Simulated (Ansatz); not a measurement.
# Two self-consistent states of EuMnPt

An SCF can end in more than one state. Here EuMnPt, a structure type of another compound, with these elements put in, is run from each state found earlier: which lies lowest, and what else changes?

All numbers below are computed with Ansatz 0.2.0 (DFT, PBE, plane waves, PAW).

### 1 The system as given

It takes space group P-62m (No. 189, hexagonal). The conventional cell has a = 7.495 Å, b = 7.495 Å, c = 4.119 Å, α = 90.00°, β = 90.00°, γ = 120.00°. Around Pt (site symmetry -6) lie 3 Mn at 2.90 Å and 6 Eu at 3.06 Å. Around Mn (site symmetry m2m) lie 4 Pt at 2.74 to 2.90 Å and 2 Mn at 3.13 Å. Around Pt (site symmetry -62m) lie 6 Mn at 2.74 Å and 3 Eu at 3.10 Å. Around Eu (site symmetry m2m) lie 5 Pt at 3.06 to 3.10 Å and 6 Mn at 3.31 to 3.39 Å.

As a file:

```cif
data_structure
_symmetry_space_group_name_H-M 'P 1'
_symmetry_Int_Tables_number 1
_cell_length_a 7.4945
_cell_length_b 7.4945
_cell_length_c 4.1188
_cell_angle_alpha 90.000
_cell_angle_beta 90.000
_cell_angle_gamma 120.000
_cell_volume 200.35
loop_
_atom_site_label
_atom_site_type_symbol
_atom_site_fract_x
_atom_site_fract_y
_atom_site_fract_z
_atom_site_occupancy
Pt1 Pt 0.33330 0.66670 0.50000 1
Pt2 Pt 0.66670 0.33330 0.50000 1
Mn1 Mn 0.24140 0.00000 0.50000 1
Mn2 Mn 0.75860 0.75860 0.50000 1
Mn3 Mn 0.00000 0.24140 0.50000 1
Pt3 Pt 0.00000 0.00000 0.00000 1
Eu1 Eu 0.58663 0.00000 0.00000 1
Eu2 Eu 0.41337 0.41337 0.00000 1
Eu3 Eu 0.00000 0.58663 0.00000 1
```

The states: A, Mn3 up, Mn4 down, Mn5 up, Eu7 down, Eu8 up, Eu9 down (collinear spin); B, Mn3 down, Mn4 down, Mn5 down, Pt6 down, Eu7 up, Eu8 up, Eu9 up (collinear spin). Each run reads its own saved solution as saved_state.

### 2 State A: the run

Contents of input.yaml:

```yaml
crystal:
  lattice:
    - [7.49452683, 0.0, 0.0]
    - [-3.74726391, 6.49045289, 0.0]
    - [0.0, 0.0, 4.11878765]
  atoms:
    - { symbol: Pt, position: [0.3333, 0.6667, 0.5], spin: 0.0 }
    - { symbol: Pt, position: [0.6667, 0.3333, 0.5], spin: 0.0 }
    - { symbol: Mn, position: [0.2414, 0.0, 0.5], spin: 4.5 }
    - { symbol: Mn, position: [0.7586, 0.7586, 0.5], spin: -4.5 }
    - { symbol: Mn, position: [0.0, 0.2414, 0.5], spin: 4.5 }
    - { symbol: Pt, position: [0.0, 0.0, 0.0], spin: 0.0 }
    - { symbol: Eu, position: [0.58663, 0.0, 0.0], spin: -7.0 }
    - { symbol: Eu, position: [0.41337, 0.41337, 0.0], spin: 7.0 }
    - { symbol: Eu, position: [0.0, 0.58663, 0.0], spin: -7.0 }
kpoints:
  mp_grid: { grid: [4, 4, 6], shift: [0, 0, 0] }
  band_path:
    path:
      - [0.0, 0.0, 0.0]
      - [0.5, 5.0e-08, 0.0]
      - [0.33333333, 0.33333339, 0.0]
      - [0.0, 0.0, 0.0]
      - [0.0, 0.0, 0.5]
      - [0.5, 5.0e-08, 0.5]
      - [0.33333333, 0.33333339, 0.5]
      - [0.0, 0.0, 0.5]
      - [0.5, 5.0e-08, 0.5]
      - [0.5, 5.0e-08, 0.0]
      - [0.33333333, 0.33333339, 0.5]
    npoints: 6
magnetization:
  spin_polarized: true
scf:
  occupations: { method: tetrahedron }
  lower_state_search: "off"
  max_iter: 200
hamiltonian:
  pseudopotentials: { kind: paw }
  xc: pbe
basis:
  ecutwfc: 420
  fft_grid_basis: typed
output:
  forces: true
  stress: true
  eigenvalues: true
  populations: true
  elf: true
  write_potential: true
  volumetric_format: npy
  dos:
    e_range: [-12, 8]
    de: 0.05
    projected: { site_lists: { Eu: [Eu], Mn: [Mn], Pt: [Pt] } }
checkpoint:
  read: saved_state
```

### 4 Run from state B

Contents of input.yaml:

```yaml
crystal:
  lattice:
    - [7.49452683, 0.0, 0.0]
    - [-3.74726391, 6.49045289, 0.0]
    - [0.0, 0.0, 4.11878765]
  atoms:
    - { symbol: Pt, position: [0.3333, 0.6667, 0.5] }
    - { symbol: Pt, position: [0.6667, 0.3333, 0.5] }
    - { symbol: Mn, position: [0.2414, 0.0, 0.5], spin: 4.5 }
    - { symbol: Mn, position: [0.7586, 0.7586, 0.5], spin: 4.5 }
    - { symbol: Mn, position: [0.0, 0.2414, 0.5], spin: 4.5 }
    - { symbol: Pt, position: [0.0, 0.0, 0.0] }
    - { symbol: Eu, position: [0.58663, 0.0, 0.0], spin: 7.0 }
    - { symbol: Eu, position: [0.41337, 0.41337, 0.0], spin: 7.0 }
    - { symbol: Eu, position: [0.0, 0.58663, 0.0], spin: 7.0 }
kpoints:
  mp_grid: { grid: [4, 4, 6], shift: [0, 0, 0] }
magnetization:
  spin_polarized: true
scf:
  occupations: { method: tetrahedron }
  lower_state_search: "off"
  max_iter: 200
hamiltonian:
  pseudopotentials: { kind: paw }
  xc: pbe
basis:
  ecutwfc: 420
  fft_grid_basis: typed
output:
  forces: true
  stress: true
  eigenvalues: true
  populations: true
  elf: true
  write_potential: true
  volumetric_format: npy
  dos:
    e_range: [-12, 8]
    de: 0.05
    projected: { site_lists: { Eu: [Eu], Mn: [Mn], Pt: [Pt] } }
checkpoint:
  read: saved_state
```

(Steps that only read results are left out.)

Before running it: what results should come out? Wanted: for each run, free energy; largest site moment; size of the net moment; gap; pressure; largest force.

As calculated:

| state | free energy (meV/atom) | largest site moment (μB) | size of the net moment (μB/cell) | gap (eV) | pressure (GPa) | largest force (eV/Å) | SCF cycles |
| --- | --- | --- | --- | --- | --- | --- | --- |
| A | 0.0 | 6.64 | 2.52 | metal | -2.7 | 0.34 | 17 |
| B | 3.1 | 6.63 | 7.18 | metal | -2.5 | 0.25 | 16 |

State A lies lowest, 3.1 meV per atom under state B. Every run converged, so convergence alone does not show that a state is the lowest.

Limits of this run: an open f shell without a U or exact exchange, whose levels then sit too near the Fermi level; empty levels are not fully converged; forces and stress under tetrahedra may miss the slope of the energy.
